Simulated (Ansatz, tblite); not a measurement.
# (F)3Ti-O-SiH3 (F3H3OSiTi): spin-state energies by level

Is the singlet the ground state of (F)3Ti-O-SiH3 (F3H3OSiTi)? Other spin states are computed and compared level by level.

Method: as each input shows; program: Ansatz 0.2.0, Gaussian basis.

Levels to be run: triplet, at the geometry of the singlet (GFN1-xTB, GFN2-xTB, PBE0-D4/def2-TZVP, PBE-D4/def2-TZVP, r2SCAN-D4/def2-TZVP); the singlet's energies come from earlier runs.

2 further runs of the same task are left out: 2 set aside as unsound or not needed.

**1. The structure**

The singlet was relaxed beforehand with r2SCAN-D4/def2-SVP.

9 atoms, charge 0, spin multiplicity 1.

Bond lengths: Ti1–F2 1.744 Å, Ti1–F3 1.744 Å, Ti1–F4 1.744 Å, Ti1–O5 1.763 Å, O5–Si6 1.679 Å, Si6–H7 1.490 Å, Si6–H8 1.489 Å, Si6–H9 1.490 Å. Angles: F2–Ti1–F3 109.2°, F2–Ti1–F4 109.3°, F2–Ti1–O5 109.7°, F3–Ti1–F4 109.3°, F3–Ti1–O5 109.7°, F4–Ti1–O5 109.7°, Ti1–O5–Si6 179.5°, O5–Si6–H7 108.8°, O5–Si6–H8 108.8°, O5–Si6–H9 108.8°, H7–Si6–H8 110.1°, H7–Si6–H9 110.2°, H8–Si6–H9 110.1°.

Formally the metal is d0. No spin-orbit coupling is included.

**2. Triplet at the fixed geometry, GFN1-xTB**

Tight binding, by tblite at 300 K electronic temperature and without a spin-polarisation term:

```python
tblite.interface.Calculator('GFN1-xTB', numbers, positions, charge=0, uhf=2).singlepoint()
```

Energy -679.7966 eV; 0.017 s.

**3. Triplet at the fixed geometry, GFN2-xTB**

Tight binding, by tblite at 300 K electronic temperature and without a spin-polarisation term:

```python
tblite.interface.Calculator('GFN2-xTB', numbers, positions, charge=0, uhf=2).singlepoint()
```

Energy -635.4587 eV; 0.034 s.

**4. Triplet at the fixed geometry, PBE0-D4/def2-TZVP**

The input, in.yaml:

```yaml
crystal:
  periodic: [false, false, false]
  atoms:
    - {symbol: Ti, position_ang: [-0.600518, 0.321885, 1.546515]}
    - {symbol: F, position_ang: [0.348304, 1.580375, 2.292015]}
    - {symbol: F, position_ang: [-0.505872, -1.122025, 2.519480]}
    - {symbol: F, position_ang: [-2.262896, 0.838769, 1.443596]}
    - {symbol: O, position_ang: [0.019179, -0.009967, -0.070396]}
    - {symbol: Si, position_ang: [0.621215, -0.333109, -1.604011]}
    - {symbol: H, position_ang: [-0.495175, -0.244628, -2.586332]}
    - {symbol: H, position_ang: [1.670782, 0.672189, -1.929201]}
    - {symbol: H, position_ang: [1.204970, -1.703489, -1.611665]}
basis:
  gaussian: {orbitals: def2-TZVP}
magnetization: {spin_polarized: true, initial_magnetization: 2}
hamiltonian: {xc: pbe0, dispersion: d4}
scf: {omitted_lower_state_checks: [starts]}
output: {orbitals: {seedname: orbitals}}
```

Started as:

```console
ansatz run in.yaml --threads 4 --pin off --events-out ev --progress --plain --max-ram 8704MiB
```

Log:

```text
Functional definition: PBE0
  name "PBE0"
  cite "Adamo & Barone, J. Chem. Phys. 110, 6158 (1999) doi:10.1063/1.478522"
  cite "Perdew, Burke & Ernzerhof, Phys. Rev. Lett. 77, 3865 (1996) doi:10.1103/PhysRevLett.77.3865"
  parent pbe
  parameter a = 0.25
  parameter kappa = 0.804
  parameter beta = 0.06672455060314922
  exchange = (1 - a)*pbe_x(kappa = kappa, mu = beta*pi^2/3) + a*exact_x
  correlation = pbe_c(beta = beta)
these checks for a lower state are left out or cut short: starts
1485 factors; their error is unknown
mean field evaluation 1: about -41215.0829 eV, gradient 5.9e1 eV
mean field evaluation 2: about -41137.6127 eV, gradient 1.4e2 eV
mean field evaluation 4: about -41210.4115 eV, gradient 4.6e1 eV
mean field evaluation 8: about -41227.8172 eV, gradient 3.1e0 eV
mean field evaluation 16: about -41227.8932 eV, gradient 1.4e-1 eV
mean field evaluation 32: about -41228.1651 eV, gradient 9.2e-6 eV
mean field -41228.16510598 eV, -1515.1071221907 hartree, gradient 9.2e-6 eV, S^2 2.008525; 0 other end points of the search recorded, 0 dependent functions left out
reference -41228.16515459 eV, -1515.1071239771 hartree; 38, 36 occupied and 186, 188 virtual orbitals, 1485 factors
Total energy: -41228.33036037 eV, -1515.1131951775 hartree
Checks for a lower state left out: starts
```

Wall time 37 s (4 threads of Intel Xeon Platinum 8175M at 2.50GHz, shared host); peak memory 1.4 GiB.

Report: HOMO -3.74 eV, LUMO -8.18 eV (over both spins; with the spin held, an empty level of the minority spin lies below the top filled one); ⟨S²⟩ 2.009 (pure: 2.00).

**5. Triplet at the fixed geometry, PBE-D4/def2-TZVP**

start.molden holds the orbitals of an earlier run on this state, given as this run's starting guess.

Edit in.yaml of step 4 so:

```diff
@@ -13,5 +13,5 @@
 basis:
-  gaussian: {orbitals: def2-TZVP}
+  gaussian: {orbitals: def2-TZVP, initial_orbitals: start.molden}
 magnetization: {spin_polarized: true, initial_magnetization: 2}
-hamiltonian: {xc: pbe0, dispersion: d4}
+hamiltonian: {xc: pbe, dispersion: d4}
 scf: {omitted_lower_state_checks: [starts]}
```

Same command.

Log:

```text
Functional definition: PBE
  name "PBE"
  cite "Perdew, Burke & Ernzerhof, Phys. Rev. Lett. 77, 3865 (1996) doi:10.1103/PhysRevLett.77.3865"
  parent pbe
  parameter kappa = 0.804
  parameter beta = 0.06672455060314922
  exchange = pbe_x(kappa = kappa, mu = beta*pi^2/3)
  correlation = pbe_c(beta = beta)
these checks for a lower state are left out or cut short: starts
1416 factors; their error is unknown
mean field evaluation 1: about -41227.0284 eV, gradient 9.9e0 eV
mean field evaluation 2: about -41227.4748 eV, gradient 1.2e0 eV
mean field evaluation 4: about -41227.3277 eV, gradient 6.2e0 eV
mean field evaluation 8: about -41227.5497 eV, gradient 3.4e-1 eV
mean field evaluation 16: about -41227.5414 eV, gradient 7.8e-5 eV
mean field -41227.54141561 eV, -1515.0842019923 hartree, gradient 1.2e-6 eV, S^2 2.003177; 0 other end points of the search recorded, 0 dependent functions left out
reference -41227.54148640 eV, -1515.0842045940 hartree; 38, 36 occupied and 186, 188 virtual orbitals, 1416 factors
Total energy: -41227.73496100 eV, -1515.0913146543 hartree
Checks for a lower state left out: starts
```

Wall time 20 s (4 threads of Intel Xeon Platinum 8175M at 2.50GHz, shared host); peak memory 0.67 GiB.

From the report: HOMO -2.20 eV, LUMO -8.70 eV (over both spins; with the spin held, an empty level of the minority spin lies below the top filled one); ⟨S²⟩ 2.003 (pure: 2.00).

**6. Triplet at the fixed geometry, r2SCAN-D4/def2-TZVP**

Edit in.yaml of step 5 so:

```diff
@@ -15,3 +15,3 @@
 magnetization: {spin_polarized: true, initial_magnetization: 2}
-hamiltonian: {xc: pbe, dispersion: d4}
+hamiltonian: {xc: r2scan, dispersion: d4}
 scf: {omitted_lower_state_checks: [starts]}
```

The command is unchanged.

Log, cut to the lines that bear on the results:

```text
Functional definition: r2SCAN
  name "r2SCAN"
  cite "Furness, Kaplan, Ning, Perdew & Sun, J. Phys. Chem. Lett. 11, 8208 (2020) doi:10.1021/acs.jpclett.0c02405"
  cite "Furness, Kaplan, Ning, Perdew & Sun, J. Phys. Chem. Lett. 11, 9248 (2020) doi:10.1021/acs.jpclett.0c03077"
  parent r2scan
[...]
1416 factors; their error is unknown
[...]
mean field -41241.61422021 eV, -1515.6013680227 hartree, gradient 8.8e-6 eV, S^2 2.007361; 0 other end points of the search recorded, 0 dependent functions left out
reference -41241.61424490 eV, -1515.6013689301 hartree; 38, 36 occupied and 186, 188 virtual orbitals, 1416 factors
Total energy: -41241.66234884 eV, -1515.6031367173 hartree
Checks for a lower state left out: starts
```

Wall time 34 s (4 threads of Intel Xeon Platinum 8175M at 2.50GHz, shared host); peak memory 0.77 GiB.

HOMO -2.02 eV, LUMO -8.71 eV (over both spins; with the spin held, an empty level of the minority spin lies below the top filled one); ⟨S²⟩ 2.007 (pure: 2.00).

**7. Triplet less singlet, vertical**

The singlet's energies are those of its earlier runs, whose logs aren't repeated here.

```
              level  triplet less singlet, vertical (eV)     time
           GFN1-xTB                               +4.090  0.073 s
           GFN2-xTB                               +5.038  0.047 s
   PBE-D4/def2-TZVP                               +5.963     24 s
r2SCAN-D4/def2-TZVP                               +6.059     40 s
  PBE0-D4/def2-TZVP                               +5.897     45 s
```

Times add the two runs; a level without a time comes out of a correlated run. Tight binding without a spin term can't rank spin states.

**8. Outcome**

```
                                                quantity                                      value
triplet less singlet, vertical, functionals in def2-TZVP  +5.897 (PBE0-D4) to +6.059 eV (r2SCAN-D4)
```

What this shows: All functionals put the triplet above the singlet, over a spread of 0.162 eV. The checks for a lower triplet were left out, so another state of that spin may lie lower. The singlet here is a closed shell; an open-shell singlet can lie lower. These are electronic energies, without zero-point motion, entropy or surroundings.
